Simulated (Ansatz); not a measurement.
# MnO (Manganosite): the cost of one run

Method: DFT PBE+U (U_eff = 3.9 eV on Mn 3d), scalar-relativistic, plane waves, PAW, in Ansatz 0.2.0.

**1. The starting structure**

The structure is trigonal, space group R-3m (No. 166). The conventional cell has a = 3.209 Å, b = 3.209 Å, c = 7.711 Å, α = 90.00°, β = 90.00°, γ = 120.00°. Mn (site symmetry -3m) is surrounded by 6 O at 2.25 Å. O (site symmetry -3m) is surrounded by 6 Mn at 2.25 Å.

Structure file:

```xyz
4
Lattice="-2.2116 -2.2116 4.4809 -4.4809 -2.2116 2.2116 -2.2116 -4.4809 2.2116" Properties=species:S:1:pos:R:3 pbc="T T T"
Mn    0.0000    0.0000    0.0000
O     2.2549    2.2549    2.2837
Mn   -4.4521   -4.4521    4.4521
O    -2.1972   -2.1972    6.7358
```

An earlier run at PBE+U (U_eff = 3.9 eV on Mn 3d) left this cell at 11.463 Å³/atom and 0.00 GPa (8×8×8 mesh). The large moments point both ways and cancel.

**2. Field gradients and densities at the nuclei**

input.yaml reads:

```yaml
crystal:
  lattice:
    - [-2.2116475739, -2.2116475739, 4.4809287882]
    - [-4.4809287882, -2.2116475739, 2.2116475739]
    - [-2.2116475739, -4.4809287882, 2.2116475739]
  atoms:
    - { symbol: Mn, position: [0.0, 0.0, 0.0], spin: 4.7 }
    - { symbol: O, position: [1.2499999997, -0.7500000003, -0.7500000003] }
    - { symbol: Mn, position: [0.5, 0.5, 0.5], spin: -4.7 }
    - { symbol: O, position: [1.7500000003, -0.2499999997, -0.2499999997] }
basis:
  ecutwfc: 420
  ecutrho_ratio: 4
kpoints:
  mp_grid: { grid: [8, 8, 8] }
hamiltonian:
  xc: pbe
  hubbard: { sites: [{ species: Mn, l: d, u_eff: 3.9 }] }
scf:
  occupations: { method: gaussian, width: 0.05 }
  lower_state_search: "off"
output:
  forces: true
  stress: true
  eigenvalues: true
  populations: true
  hubbard: { sites: [{ species: Mn, l: d }] }
  efg:
    contact_densities: true
    quadrupole_moments_barn: { Mn: 0.33, O: -0.02558 }
magnetization:
  spin_polarized: true
checkpoint:
  read: start.run
  write: ck
  compress: false
  write_wavefunctions: false
  write_every: 100000
```

The run starts from a saved state of the same cell, the folder start.run.

Run with:

```sh
ansatz run input.yaml --threads 2 --pin off --max-ram 5120MiB --backend cpu --events-out ev --progress --plain --runs-dir out
```

**Question.** How long does this run take on 2 threads of Intel Xeon at 2.50GHz (Skylake/Cascade Lake), shared host, and how much memory does it need?

About 26 s, with a peak of 0.53 GiB.
